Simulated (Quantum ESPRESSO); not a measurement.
VWC2:

```xyz
4
Lattice="1.5170 0.8759 4.9339 -1.5170 0.8759 4.9339 0.0000 -1.7517 4.9339" Properties=species:S:1:pos:R:3 pbc="T T T"
W     0.0000    0.0000    0.0000
V     0.0000    0.0000    7.4008
C     0.0000    0.0000    3.6485
C     0.0000    0.0000   11.1532
```

The cell comes from a database or a generator and needn't be the stable form of this composition.

- Program: Quantum ESPRESSO 7.5
- Task: Wannier functions
- Functional: PBE
- Potentials or basis: PseudoDojo 0.4.1 SR PBE standard
- Cutoff: 1143 eV
- Density cutoff: 4572 eV
- k mesh: 8 × 8 × 8
- Occupations: fermi-dirac, width 0.05 eV
- Spin: collinear spin, ferromagnetic start
- Starting moments: [0.0, 2.0, 0.0, 0.0] μB
- Iterations: 0
- Mixing beta: 0.3
- Most SCF iterations: 120
- SCF threshold: 8e-10 Ry
- k mesh for the Wannier functions: 6 × 6 × 6
- Projections: W spd, V spd, C sp

Start: atomic projections with disentanglement, frozen window up to 2.0 eV over the reference level; the lowest 8 bands are left out; no minimisation of the spread. The reference level is the Fermi level, or the middle of the gap.

With atomic projections with disentanglement, how many functions result, how localised are they, and how well do they interpolate the bands?

52 functions with spreads from 0.64 to 2.97 Å², 71.3 Å² in all; they miss the direct bands by 5 meV (root mean square).

Spin up: Wannier functions:
```csv
function,nearest atom,distance (Å),spread (Å²),on-site energy from the reference level (eV)
1,1 W,0.00,2.57,8.22
2,1 W,0.00,2.96,14.52
3,1 W,0.00,2.86,13.84
4,1 W,0.00,2.86,13.84
5,1 W,0.00,1.14,-0.27
6,1 W,0.00,1.06,0.57
7,1 W,0.00,1.06,0.57
8,1 W,0.00,1.08,0.00
9,1 W,0.00,1.08,0.00
10,2 V,0.00,2.35,10.76
11,2 V,0.00,2.58,13.57
12,2 V,0.00,2.49,13.93
13,2 V,0.00,2.49,13.93
14,2 V,0.00,0.76,-0.41
15,2 V,0.00,0.64,-0.28
16,2 V,0.00,0.64,-0.28
17,2 V,0.00,0.69,-0.23
18,2 V,0.00,0.69,-0.23
19,3 C,0.00,0.76,-6.12
20,3 C,0.02,0.69,0.54
21,3 C,0.00,0.68,0.56
22,3 C,0.00,0.68,0.56
23,4 C,0.00,0.76,-6.12
24,4 C,0.02,0.69,0.54
25,4 C,0.00,0.68,0.56
26,4 C,0.00,0.68,0.56
```
Spin down: Wannier functions:
| function | nearest atom | distance (Å) | spread (Å²) | on-site energy from the reference level (eV) |
| --- | --- | --- | --- | --- |
| 1 | 1 W | 0.00 | 2.58 | 8.22 |
| 2 | 1 W | 0.00 | 2.97 | 14.46 |
| 3 | 1 W | 0.00 | 2.86 | 13.83 |
| 4 | 1 W | 0.00 | 2.86 | 13.83 |
| 5 | 1 W | 0.00 | 1.16 | -0.27 |
| 6 | 1 W | 0.00 | 1.06 | 0.56 |
| 7 | 1 W | 0.00 | 1.06 | 0.56 |
| 8 | 1 W | 0.00 | 1.08 | -0.01 |
| 9 | 1 W | 0.00 | 1.08 | -0.01 |
| 10 | 2 V | 0.00 | 2.36 | 10.76 |
| 11 | 2 V | 0.00 | 2.58 | 13.55 |
| 12 | 2 V | 0.00 | 2.49 | 13.92 |
| 13 | 2 V | 0.00 | 2.49 | 13.92 |
| 14 | 2 V | 0.00 | 0.75 | -0.42 |
| 15 | 2 V | 0.00 | 0.64 | -0.28 |
| 16 | 2 V | 0.00 | 0.64 | -0.28 |
| 17 | 2 V | 0.00 | 0.68 | -0.24 |
| 18 | 2 V | 0.00 | 0.68 | -0.24 |
| 19 | 3 C | 0.00 | 0.76 | -6.13 |
| 20 | 3 C | 0.02 | 0.69 | 0.53 |
| 21 | 3 C | 0.01 | 0.69 | 0.54 |
| 22 | 3 C | 0.01 | 0.69 | 0.54 |
| 23 | 4 C | 0.00 | 0.76 | -6.13 |
| 24 | 4 C | 0.02 | 0.69 | 0.53 |
| 25 | 4 C | 0.01 | 0.69 | 0.54 |
| 26 | 4 C | 0.01 | 0.69 | 0.54 |

Parts of the spread (Å²): spin up: invariant 19.97, diagonal 0.000, off-diagonal 15.63, total 35.60; spin down: invariant 20.04, diagonal 0.000, off-diagonal 15.63, total 35.66. Against the direct bands the interpolation misses by 5 meV (root mean square) and 43 meV at most, for states up to 1 eV over the reference level.

Caveat: spin-orbit coupling is left out, which moves the levels of the heavy elements.
